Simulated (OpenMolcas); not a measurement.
# UBP86/def2-SVPD run of [H2]+ (SMILES [H][H+])

What is the vertical electron affinity of [H2]+ at UBP86/def2-SVPD? 

The calculation is run with OpenMolcas 26.06.

**1. Starting point**

The species is [H2]+ (2 atoms), meant as a doublet with charge +1. As SMILES, `[H][H+]`. The shape is that of a GFN2-xTB optimisation.

**2. Energy and forces at UBP86/def2-SVPD**

File coord.xyz:

```xyz
2

H      0.000000     0.000000     0.000000
H      0.000000     0.000000     1.026910
```

File job.inp:

```
&gateway
 baslib=$CurrDir
 coord=coord.xyz
 basis=def2-SVPD
 group=NoSym

&seward
 gridinput
 Grid=Fine
 End of Grid

&scf
 uhf
 charge=1
 spin=2
 ksdft=2
 1.0 GGA_X_B88
 1.0 GGA_C_P86
 prorbitals=0

&alaska
```

The basis set def2-SVPD is read from a file made from the Basis Set Exchange's data (not shown).

Run with:

```sh
$ export MOLCAS_MEM=1860
$ pymolcas job.inp > job.log
```

Log:

```text
--- Start Module: gateway ---

                                              &GATEWAY

                       available to each process: 1.9 GB of memory, 1 thread

 Basis Set     1 Label: H.DEF2-SVPD
 Basis set is read from library:.
 basistype.tbl is not found

++    Symmetry information:
      ---------------------

                    Character Table for C1

                             E
                    a        1  x, y, xy, Rz, z, xz, Ry, yz, Rx, I
--

++    Basis set information:
      ----------------------

      Basis set label: H.DEF2-SVPD.........

      Electronic valence basis set:
      ------------------
      Associated Effective Charge   1.000000 au
      Associated Actual Charge      1.000000 au
      Nuclear Model: Point charge

      Shell  nPrim  nBasis  Cartesian Spherical Contaminant
         s       4       2        X
         p       2       2        X
--

++    Molecular structure info:
      -------------------------

                    ************************************************
                    **** Cartesian Coordinates / bohr, angstrom ****
                    ************************************************

     Center  Label                x              y              z                     x              y              z
        1      H1               0.000000       0.000000       0.000000              0.000000       0.000000       0.000000
        2      H2               0.000000       0.000000       1.940579              0.000000       0.000000       1.026910
--

            Nuclear Potential Energy              0.51531021 au

--- Stop Module: gateway /rc=_RC_ALL_IS_WELL_ ---

--- Start Module: seward ---

                                              &SEWARD

                       available to each process: 1.9 GB of memory, 1 thread

               SEWARD will generate:
                  Multipole Moment integrals up to order  2
                  Kinetic Energy integrals
                  Nuclear Attraction integrals (point charge)
                  One-Electron Hamiltonian integrals
                  Velocity integrals
                  Orbital angular momentum around (  0.0000   0.0000   0.9703 )
                  Velocity quadrupole around (  0.0000   0.0000   0.9703 )
                  Two-Electron Repulsion integrals

                   Integrals are discarded if absolute value <: 1.00E-14
                   Integral cutoff threshold is set to       <: 1.00E-16

            Nuclear Potential Energy              0.51531021 au

      Basis set specifications :
      Symmetry species         a
      Basis functions           16

--- Stop Module: seward /rc=_RC_ALL_IS_WELL_ ---

--- Start Module: scf ---

                                                &SCF

                       available to each process: 1.9 GB of memory, 1 thread

++    Input section:
      --------------

      Header of the integral files:

      Cartesian coordinates in angstrom:
      -----------------------------------------------------
      No.  Label        X            Y            Z
      -----------------------------------------------------
       1   H1         0.00000000   0.00000000   0.00000000
       2   H2         0.00000000   0.00000000   1.02691000
      -----------------------------------------------------
      Nuclear repulsion energy =    0.51531021
--

++    Orbital specifications:
      -----------------------

      Symmetry species               1
                                     a
      Frozen orbitals                0
      Start temperature = 0.500
      End temperature   = 0.010
      Temperature Factor= 0.460
      Deleted orbitals               0
      Total number of orbitals      16
      Number of basis functions     16
--

      Molecular charge                           1.000

      Numerical integration parameters
      --------------------------------
      Radial quadrature type:                         MHL
      Size of radial grid:                            75
      Lebedev angular grid:                           29
      Angular grid pruned with the crowding factor:  3.00E+00
                                 and fading factor:  6.00E+00
      Screening threshold for integral computation:   1.00E-11
      Radial quadrature accuracy:                     1.00E-25
      Maximum batch size:                             128
      AO values are stored on disk
      The same grid will be used for all iterations.

      DFT functional specifications
      -----------------------------
      Using Libxc version: 6.2.2
      Please cite the following reference:
      S. Lehtola, C. Steigemann, M. J.T. Oliveira, and M. A.L. Marques.,  SoftwareX 7, 1–5 (2018) doi:10.1016/j.softx.2017.11.002

      * Becke 88
        - A. D. Becke.,  Phys. Rev. A 38, 3098 (1988) doi:10.1103/PhysRevA.38.3098
      * Perdew 86
        - J. P. Perdew.,  Phys. Rev. B 33, 8822 (1986) doi:10.1103/PhysRevB.33.8822

++    Optimization specifications:
      ----------------------------

      SCF Algorithm: Conventional USCF
      D(i)-D(i-1) density differences are used
      Number of density matrices in core                 5
      Maximum number of NDDO SCF iterations            400
      Maximum number of HF SCF iterations              400
      Threshold for SCF energy change             1.00E-09
      Threshold for density matrix                1.00E-04
      Threshold for Fock matrix                   1.50E-04
      Threshold for linear dependence             1.00E-09
      Threshold at which DIIS is turned on        1.50E-01
      Maximum depth in the DIIS procedure                5
      Maximum depth in the BFGS Hessian update          30
      Threshold at which QNR/C2DIIS is turned on  7.50E-02
      Threshold for Norm(delta) (QNR/C2DIIS)      1.00E-03
      All orbitals punched on: UHFORB
--

      Input vectors read from INPORB
      Orbital file label: *Guess orbitals

++ Convergence information
                               UHF [...]      iterations: Energy and convergence statistics

Iter     Tot. [...]      One-elec.       Two-elec.     Energy      Max Dij or  Max Fij      DNorm      TNorm      AccCon     Time
         Energy          Energy          Energy        Change      Delta Norm                                                in Sec.
   1    -0.425732708    -1.222514542     0.281471621   0.00E+00    1.98E-01*   2.52E-01*    1.04E+00   2.35E+00   None         0.
   2    -0.325829343    -1.087668957     0.246529402   9.99E-02*   1.98E-01*   2.54E-15     8.17E+00   2.21E+00   EDIIS        0.
   3    -0.542267370    -1.373401533     0.315823951  -2.16E-01*   1.19E-02*   2.24E-02*    8.59E-01   2.48E+00   EDIIS        0.
   4    -0.601847976    -1.451132419     0.333974231  -5.96E-02*   5.64E-03*   7.82E-03*    6.92E-01   2.53E+00   EDIIS        0.
   5    -0.607032739    -1.457330851     0.334987900  -5.18E-03*   9.69E-04*   7.71E-04*    5.25E-02   2.54E+00   EDIIS        0.
   6    -0.607061042    -1.457335487     0.334964233  -2.83E-05*   6.83E-05    4.47E-05     1.80E-03   2.54E+00   EDIIS        0.

       Fermi aufbau procedure completed!
      nOcc(alpha)=    1
      nOcc(beta) =    0

   7    -0.607061044    -1.457334069     0.334962812  -2.28E-09*   4.21E-07    3.33E-06     1.30E-04   2.54E+00   c2DIIS       0.
   8    -0.607061044    -1.457333970     0.334962713  -1.20E-11    2.38E-08    9.29E-09     1.07E-06   2.54E+00   QNRc2DIIS    0.

       Convergence after   8 Iterations
--

 *****************************************************************************************************************************
 *                                             SCF/KS-DFT Program, Final results                                             *
 *                                                       Final Results                                                       *
 *****************************************************************************************************************************

::    Total KS-DFT energy                              -0.6070610443
      One-electron energy                              -1.4573339704
      Two-electron energy                               0.3349627134
      Nuclear repulsion energy                          0.5153102127
      Kinetic energy (interpolated)                     0.6239052398
      Virial theorem                                    0.9730019971
      Total spin, S(S+1)                                0.7500000000
      Total spin, S                                     0.5000000000
      Max non-diagonal density matrix element           0.0000000186
      Max non-diagonal Fock matrix element              0.0000000000

      No orbitals printed
      No orbitals printed

++    Molecular charges:
      ------------------

      Mulliken charges per centre
      ---------------------------

                            H1                      H2
                     alpha        beta       alpha        beta
      Total        0.5000      0.0000      0.5000      0.0000
      Total              0.5000                  0.5000

      Charge            0.5000                  0.5000

      Total electronic charge=    1.000000

      Total            charge=    1.000000
--

++    Molecular orbitals:
      -------------------

      Title: Natural orbitals

      Molecular orbitals for symmetry species 1: a

          Orbital            1         2         3         4         5         6         7         8         9        10
          Energy           -0.7256   -0.3277   -0.1472   -0.1472   -0.0480    0.0331    0.0453    0.0453    0.1792    0.5419
          Occ. No.          1.0000    0.0000    0.0000    0.0000    0.0000    0.0000    0.0000    0.0000    0.0000    0.0000

        1 H1     1s         0.4938   -0.5779   -0.0000    0.0000    0.3382    0.3724   -0.0000   -0.0000    0.7166   -1.0210
        2 H1     1s         0.1029   -0.9088   -0.0000   -0.0000   -0.6864    6.9975   -0.0000   -0.0000   -0.3643   13.7843
        3 H1     2px       -0.0000   -0.0000   -0.0000    0.0819    0.0000    0.0000    0.0009   -0.0405   -0.0000    0.0000
        4 H1     2px        0.0000    0.0000   -0.0000    0.4953   -0.0000   -0.0000    0.0331   -1.5640   -0.0000   -0.0000
        5 H1     2py       -0.0000    0.0000    0.0819    0.0000    0.0000    0.0000   -0.0405   -0.0009   -0.0000    0.0000
        6 H1     2py       -0.0000    0.0000    0.4953    0.0000   -0.0000   -0.0000   -1.5640   -0.0331   -0.0000   -0.0000
        7 H1     2pz        0.0363    0.0254    0.0000    0.0000    0.0660    0.0027   -0.0000    0.0000    0.0202    0.0969
        8 H1     2pz        0.0238   -0.0857   -0.0000   -0.0000    0.7269    3.0762   -0.0000   -0.0000   -0.9324    4.6235
        9 H2     1s         0.4938    0.5779   -0.0000   -0.0000    0.3382   -0.3724    0.0000    0.0000    0.7166    1.0210
       10 H2     1s         0.1029    0.9088    0.0000    0.0000   -0.6864   -6.9975    0.0000    0.0000   -0.3643  -13.7843
       11 H2     2px       -0.0000    0.0000   -0.0000    0.0819    0.0000    0.0000   -0.0009    0.0405    0.0000    0.0000
       12 H2     2px       -0.0000   -0.0000   -0.0000    0.4953    0.0000    0.0000   -0.0331    1.5640    0.0000   -0.0000
       13 H2     2py        0.0000    0.0000    0.0819    0.0000    0.0000    0.0000    0.0405    0.0009    0.0000    0.0000
       14 H2     2py        0.0000   -0.0000    0.4953    0.0000    0.0000    0.0000    1.5640    0.0331    0.0000   -0.0000
       15 H2     2pz       -0.0363    0.0254   -0.0000    0.0000   -0.0660    0.0027   -0.0000    0.0000   -0.0202    0.0969
       16 H2     2pz       -0.0238   -0.0857    0.0000   -0.0000   -0.7269    3.0762   -0.0000   -0.0000    0.9324    4.6235

          Orbital           11        12        13        14        15        16
          Energy            0.9947    0.9947    1.1092    1.4406    1.4406    2.1461
          Occ. No.          0.0000    0.0000    0.0000    0.0000    0.0000    0.0000

        1 H1     1s         0.0000    0.0000    0.2877   -0.0000    0.0000    0.6426
        2 H1     1s        -0.0000   -0.0000   -0.2486    0.0000   -0.0000    0.9474
        3 H1     2px        0.6973   -0.0016   -0.0000   -0.8382    0.0017   -0.0000
        4 H1     2px       -0.2980    0.0007    0.0000    0.5689   -0.0011   -0.0000
        5 H1     2py        0.0016    0.6973   -0.0000   -0.0017   -0.8382   -0.0000
        6 H1     2py       -0.0007   -0.2980    0.0000    0.0011    0.5689   -0.0000
        7 H1     2pz       -0.0000   -0.0000   -0.6382   -0.0000   -0.0000    1.2741
        8 H1     2pz       -0.0000   -0.0000    0.3910    0.0000   -0.0000    0.2080
        9 H2     1s        -0.0000   -0.0000    0.2877    0.0000   -0.0000   -0.6426
       10 H2     1s         0.0000    0.0000   -0.2486   -0.0000    0.0000   -0.9474
       11 H2     2px        0.6973   -0.0016   -0.0000    0.8382   -0.0017    0.0000
       12 H2     2px       -0.2980    0.0007    0.0000   -0.5689    0.0011   -0.0000
       13 H2     2py        0.0016    0.6973   -0.0000    0.0017    0.8382    0.0000
       14 H2     2py       -0.0007   -0.2980    0.0000   -0.0011   -0.5689   -0.0000
       15 H2     2pz        0.0000   -0.0000    0.6382   -0.0000   -0.0000    1.2741
       16 H2     2pz       -0.0000   -0.0000   -0.3910    0.0000   -0.0000    0.2080
--

++    Molecular properties:
      ---------------------

      Charge (e):
                      =    1.0000
      Dipole Moment (debye):
      Origin of the operator (angstrom)=    0.0000    0.0000    0.5135
                   X=  6.9476E-17               Y=  6.0818E-17               Z=  4.4754E-16           Total=  4.5696E-16
      Center of Charge (angstrom)
                     X=    0.00000000               Y=    0.00000000               Z=    0.51345500
      Quadrupole Moment (debye*angstrom):
      Origin of the operator (angstrom)=    0.0000    0.0000    0.5135
                  XX= -8.2179E-01              XY=  1.3544E-34              XZ=  4.3715E-17              YY= -8.2179E-01
                  YZ= -1.6225E-16              ZZ=  1.0212E+00
      In traceless form (debye*angstrom)
                  XX= -9.2152E-01              XY=  2.0316E-34              XZ=  6.5572E-17              YY= -9.2152E-01
                  YZ= -2.4338E-16              ZZ=  1.8430E+00
--

--- Stop Module: scf /rc=_RC_ALL_IS_WELL_ ---
--- Module scf spent 1 second ---

--- Start Module: alaska ---

                                              &ALASKA

                       available to each process: 1.9 GB of memory, 1 thread

                     Threshold for contributions to the gradient: 1.000E-07

                    ********************************************
                    * Symmetry Adapted Cartesian Displacements *
                    ********************************************

           Irreducible representation : a
           Basis function(s) of irrep: x, y, xy, Rz, z, xz, Ry, yz, Rx, I

 Basis Label        Type   Center Phase
   1   H1           x         1     1
   2   H1           y         1     1
   3   H1           z         1     1
   4   H2           x         2     1
   5   H2           y         2     1
   6   H2           z         2     1

                     No automatic utilization of translational and rotational invariance of the energy is employed.

 Rotational correction to the DFT gradient is turned off due to close-to-degeneracy problems!

 DFT contribution computed for a moving grid.

 Conventional ERI gradients!

 **************************************************
 *              Molecular gradients               *
 **************************************************

  Irreducible representation: a
 ------------------------------------------------------------------------------------------
                              X                       Y                       Z
 ------------------------------------------------------------------------------------------
  H1                7.84729248488434E-18   -4.11112804729305E-17    2.00630185926823E-02
  H2               -8.64689158709241E-18    3.80755143899711E-17   -2.00630185926825E-02
 ------------------------------------------------------------------------------------------

--- Stop Module: alaska /rc=_RC_ALL_IS_WELL_ ---

.##################.
.# Happy landing! #.
.##################.

    Timing: Wall=2.34 User=1.80 System=0.54
```

Run time: 2.6 s. Hardware: 1 thread of Arm Neoverse V1, shared host; peak memory 0.37 GiB.

[end of part 1 of 2]
